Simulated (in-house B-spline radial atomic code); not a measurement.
**Excited states and polarisability of W¹²⁺ by several methods**

The task here is to estimate one member of a computed series from the others.

Method: linear response of a closed shell, each method with its own adiabatic kernel; non-relativistic; B-spline basis; no spin-orbit coupling, no double excitations; only terms of natural parity, (−1)^L, with L up to 3 are computed. Code: in-house B-spline radial atomic code version 1.

### The atom as given

| Quantity | Value |
| --- | --- |
| element | tungsten (Z = 74) |
| charge | +12 |
| configuration | [Kr] 4d10 4f14 5s2 |
| runs | TDHF; PBE; PBE0; LDA (VWN5); PBEsol |

The outer shells:

W¹²⁺
```
[Kr] core
4d [↑↓][↑↓][↑↓][↑↓][↑↓]
4f [↑↓][↑↓][↑↓][↑↓][↑↓][↑↓][↑↓]
5s [↑↓]
```

The first run:

Settings of the run:

```ini
Z = 74
electrons = 62.0
configuration = [Kr] 4d10 4f14 5s2
hamiltonian = nr
method = hf
box_radius = 8.48
intervals = 54
```

Command:

```sh
$ python run_td.py task.json out
```

task.json lists these runs, among others, and the program works through them in turn.

Steps of the session up to this table: TDHF.

One of the session's tables, all rows but one given; the rest of the session is left out.

It belongs to the step «TDHF». 

```
   state  full (eV)  Tamm-Dancoff (eV)
5s→5p ³P     22.687             23.341
4f→5p ³D     26.384             26.481
4f→5p ¹D     28.765             28.872
5s→5p ¹P     31.684             32.539
5s→5d ³D     74.338             74.403
4f→5d ³P     77.693             77.785
5s→5d ¹D     78.346             78.463
4f→5d ³F     80.299             80.336
4f→5d ¹F     81.321             81.335
4f→5d ¹P     82.488             82.849
5s→6s ³S     116.31             116.32
5s→6s ¹S          ?                  ?
4f→6s ³F     123.51             123.53
4f→6s ¹F     123.81             123.83
```

Q: Estimate the row for 5s→6s ¹S from the others.

As computed: full (eV): 117.89; Tamm-Dancoff (eV): 117.92. In the column «full (eV)» it lies between 5s→6s ³S (116.31) and 4f→6s ³F (123.51).
